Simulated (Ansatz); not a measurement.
# BBrFH3: the cost of one run

Method: PBE0-D4/def2-SVP; program: Ansatz 0.2.0, Gaussian basis.

22 further runs of the same task are left out: 22 set aside as unsound or not needed.

**1. The starting structure**

The first end: 6 atoms, charge 0, spin multiplicity 1.

Atoms are counted from 1 here; the program's logs count them from 0.

Bond lengths: B1–F2 1.324 Å, B1–H3 1.197 Å, B1–H4 1.197 Å, H5–Br6 1.422 Å. Angles: F2–B1–H3 117.8°, F2–B1–H4 117.8°, H3–B1–H4 124.3°.

Geometry (Å):

```xyz
6

B     0.2053    0.5862   -0.8144
F     1.3928    0.4574   -0.2423
H    -0.0943   -0.2039   -1.6616
H    -0.4627    1.5300   -0.5062
H     0.1379   -1.2219    1.8779
Br   -1.1791   -1.1477    1.3465
```

The second end:

```
B    -0.51854    0.23429   -0.51700
F     1.49732    0.01940    0.44838
H    -0.16582   -0.31771   -1.50541
H    -0.53270    1.40886   -0.35505
H     1.17834   -0.50984    1.14090
Br   -1.45869   -0.83500    0.78807
```

**2. The band at PBE0-D4/def2-SVP**

Contents of neb/in.yaml:

```yaml
crystal:
  periodic: [false, false, false]
  atoms:
    - {symbol: B, position_ang: [0.205271, 0.586227, -0.814359]}
    - {symbol: F, position_ang: [1.392841, 0.457359, -0.242347]}
    - {symbol: H, position_ang: [-0.094346, -0.203931, -1.661586]}
    - {symbol: H, position_ang: [-0.462709, 1.530016, -0.506176]}
    - {symbol: H, position_ang: [0.137935, -1.221928, 1.877862]}
    - {symbol: Br, position_ang: [-1.179092, -1.147743, 1.346507]}
basis:
  gaussian: {orbitals: def2-SVP}
hamiltonian: {xc: pbe0, dispersion: d4}
neb:
  images: 5
  climbing: true
  max_iterations: 40
  initial_path: idpp
  final_atoms:
    - {symbol: B, position_ang: [-0.518543, 0.234286, -0.516996]}
    - {symbol: F, position_ang: [1.497322, 0.019404, 0.448382]}
    - {symbol: H, position_ang: [-0.165824, -0.317707, -1.505405]}
    - {symbol: H, position_ang: [-0.532703, 1.408863, -0.355053]}
    - {symbol: H, position_ang: [1.178341, -0.509842, 1.140903]}
    - {symbol: Br, position_ang: [-1.458693, -0.835005, 0.788069]}
```

On the command line:

```
> ansatz run in.yaml --threads 2 --pin off --events-out ev --progress --plain --max-ram 4352MiB
```

**Question.** How long does this run take on 2 threads of Arm Neoverse V1, shared host?

About 1.8 min.
